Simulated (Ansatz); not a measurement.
**CH3AlOS: taking an electron away**

An exercise on one series of results from a longer session: the logs are not shown, and one member is left open.

Program: Ansatz 0.2.0, Gaussian basis. Level of theory: unrestricted cation, the program's frozen cores in correlated methods. These are calculated values, not measurements.

Plan: UKS PBE-D4/def2-TZVPP; UKS r2SCAN-D4/def2-TZVPP; UKS PBE0-D4/def2-TZVPP; UKS B3LYP-D4/def2-TZVPP; UKS wB97X-V/def2-TZVPP; UKS wB97M-V/def2-TZVPP; UKS B2PLYP/def2-TZVPP; UHF-CCSD(T)/def2-TZVPP; UHF-MP2/def2-QZVPP; extrapolation to the limit; then −ε(HOMO) from the neutral's earlier runs with LDA (SPW92), PBE-D4, revPBE-D4, BLYP-D4, r2SCAN-D4, B97M-V, PBE0-D4, B3LYP-D4, r2SCANh-D4, r2SCAN0-D4, HSE06-D4, BHLYP-D4, CAM-B3LYP-D4, LC-ωPBE, ωB97X-V, ωB97M-V.

**The relaxed structure**

The geometry comes from an earlier relaxation with PBE0-D4 in a triple-zeta def2 set; it is a stationary point, not always the lowest conformer.

SMILES `C1[O][AlH][S]1`, 7 atoms, charge 0, spin multiplicity 1.

Atoms are counted from 1 here; the program's logs count them from 0.

Bond lengths: C1–O2 1.406 Å, C1–S4 1.876 Å, C1–H5 1.092 Å, C1–H6 1.092 Å, O2–Al3 1.723 Å, Al3–S4 2.154 Å, Al3–H7 1.568 Å. Angles: O2–C1–S4 107.5°, O2–C1–H5 111.4°, O2–C1–H6 111.4°, S4–C1–H5 108.0°, S4–C1–H6 108.0°, H5–C1–H6 110.3°, C1–O2–Al3 96.1°, O2–Al3–S4 85.9°, O2–Al3–H7 131.4°, S4–Al3–H7 142.7°, C1–S4–Al3 70.5°.

The first run:

in.yaml reads:

```yaml
crystal:
  periodic: [false, false, false]
  atoms:
    - {symbol: C, position_ang: [-0.459992, 0.848672, -0.043742]}
    - {symbol: O, position_ang: [0.318347, 0.263204, 0.970473]}
    - {symbol: Al, position_ang: [0.681244, -1.185219, 0.110325]}
    - {symbol: S, position_ang: [-0.499077, -0.349510, -1.486480]}
    - {symbol: H, position_ang: [-0.019831, 1.785001, -0.393373]}
    - {symbol: H, position_ang: [-1.487600, 1.013091, 0.287445]}
    - {symbol: H, position_ang: [1.528210, -2.443240, 0.509653]}
basis:
  gaussian: {orbitals: def2-TZVPP}
total_charge: 1
magnetization: {spin_polarized: true, initial_magnetization: 1}
hamiltonian: {xc: pbe, dispersion: d4}
```

On the command line:

```
ansatz run in.yaml --threads 2 --pin off --events-out ev --progress --plain --max-ram 4352MiB
```

Among the steps run: Cation, UKS PBE-D4/def2-TZVPP; Cation, UKS r2SCAN-D4/def2-TZVPP; Cation, UKS PBE0-D4/def2-TZVPP; Cation, UKS B3LYP-D4/def2-TZVPP; Cation, UKS wB97X-V/def2-TZVPP; Cation, UKS wB97M-V/def2-TZVPP; Cation, UKS B2PLYP (frozen core)/def2-TZVPP; Cation, UHF-CCSD(T)/def2-TZVPP; Cation, UHF-MP2/def2-QZVPP.

One table of the session follows, with a row left open; its other results are not shown here.

It belongs to the step «Ionisation energies side by side». Orbital estimates, from the neutral's runs:

```
  functional  −ε(HOMO) (eV)
 LDA (SPW92)           6.22
      PBE-D4           6.09
   revPBE-D4           6.04
     BLYP-D4           5.92
   r2SCAN-D4           6.34
      B97M-V           6.41
     PBE0-D4           7.26
    B3LYP-D4           7.02
  r2SCANh-D4              ?
  r2SCAN0-D4           7.42
    HSE06-D4           6.86
    BHLYP-D4           8.28
CAM-B3LYP-D4           8.56
     LC-ωPBE           9.96
     ωB97X-V           9.59
     ωB97M-V           9.43
```

Estimate the missing values for r2SCANh-D4.

Worked estimate for «−ε(HOMO) (eV)». Against the share of exact exchange, r2SCAN-D4 (0, 6.34), r2SCAN0-D4 (0.25, 7.42) give a slope of 4.32 per unit share; at 0.1 the line stands at 6.77.

As computed: −ε(HOMO) (eV): 6.77. In «−ε(HOMO) (eV)» the line misses by 0.00.

Caveats from the session: The cation may have settled in a state other than its lowest; no search over hole states beyond the program's own was made.
